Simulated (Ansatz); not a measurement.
Predict the output of the script below (the Ansatz DFT code, driven from Python).

`kconv.py`
```python
"""Convergence of Ti2Ga with the k-point mesh."""

import ansatz as az
from pymatgen.core import Lattice, Structure
from pymatgen.io.ase import AseAtomsAdaptor
from tabulate import tabulate


def main() -> None:
    pmg_structure = Structure(
        Lattice([(4.51, 0.0, 0.0), (-2.255, 3.90577, 0.0), (0.0, 0.0, 5.5)]),
        ["Ti", "Ti", "Ti", "Ti", "Ga", "Ga"],
        [
            (1 / 3, 2 / 3, 0.75),
            (2 / 3, 1 / 3, 0.25),
            (0.0, 0.0, 0.0),
            (0.0, 0.0, 0.5),
            (1 / 3, 2 / 3, 0.25),
            (2 / 3, 1 / 3, 0.75),
        ],
    )
    xtal = az.Crystal.from_ase(AseAtomsAdaptor.get_atoms(pmg_structure))

    job = (
        xtal.calculation()
        .functional("lda")
        .pseudopotentials("nc")
        .accuracy("low")
        .occupations("methfessel_paxton", width=0.05)
        .eigensolver("auto", mixed_precision=False)
        .initial_density(normalization="atom")
        .scf(extra_bands=16)
    )

    rows = []
    for value in [(2, 2, 2), (3, 3, 2), (4, 4, 3), (5, 5, 4), (6, 6, 4), (7, 7, 5)]:
        rep = job.kpoints(mesh=value).run(threads=1, backend="cpu").report
        rows.append((value, rep["free_energy_ev"] / len(rep["lattice"]["sites"]), rep["n_iterations"], rep["n_kpoints"]))

    print(tabulate(rows, headers=["mesh", "F/atom (eV)", "iterations", "k-points"], floatfmt=".4f", tablefmt="github"))

    # the last row is the reference
    for row in rows[:-1]:
        shift = 1000 * (row[1] - rows[-1][1])
        print(f"{row[0]}: {shift:+.2f} meV/atom" + ("  (within 1 meV)" if abs(shift) < 1 else ""))


if __name__ == "__main__":
    main()
```

```console
$ python kconv.py
DeckWarning: basis.ecutwfc = 1142.878222 eV, auto-derived from the records' recommended cutoffs: set by Ti (normal level)
| mesh      |   F/atom (eV) |   iterations |   k-points |
|-----------|---------------|--------------|------------|
| (2, 2, 2) |    -1769.6047 |           12 |          4 |
| (3, 3, 2) |    -1769.6680 |            9 |          6 |
| (4, 4, 3) |    -1769.6859 |            9 |          8 |
| (5, 5, 4) |    -1769.6823 |            9 |         15 |
| (6, 6, 4) |    -1769.6835 |            8 |         21 |
| (7, 7, 5) |    -1769.6803 |            8 |         24 |
(2, 2, 2): +75.62 meV/atom
(3, 3, 2): +12.27 meV/atom
(4, 4, 3): -5.58 meV/atom
(5, 5, 4): -1.95 meV/atom
(6, 6, 4): -3.17 meV/atom
```
(Warnings from the package without file and line.)

Notes:
- The run is spin-unpolarised.
- The structure is a deposited one; some such entries were measured under pressure or heat, so a shift against it needn't be the functional's error alone.
- Shifts are counted from the finest mesh, which is itself no proven limit.
- Wall time of the script: 120 s on 1 thread of Arm Neoverse V1 (shared host), peak memory 0.73 GiB.
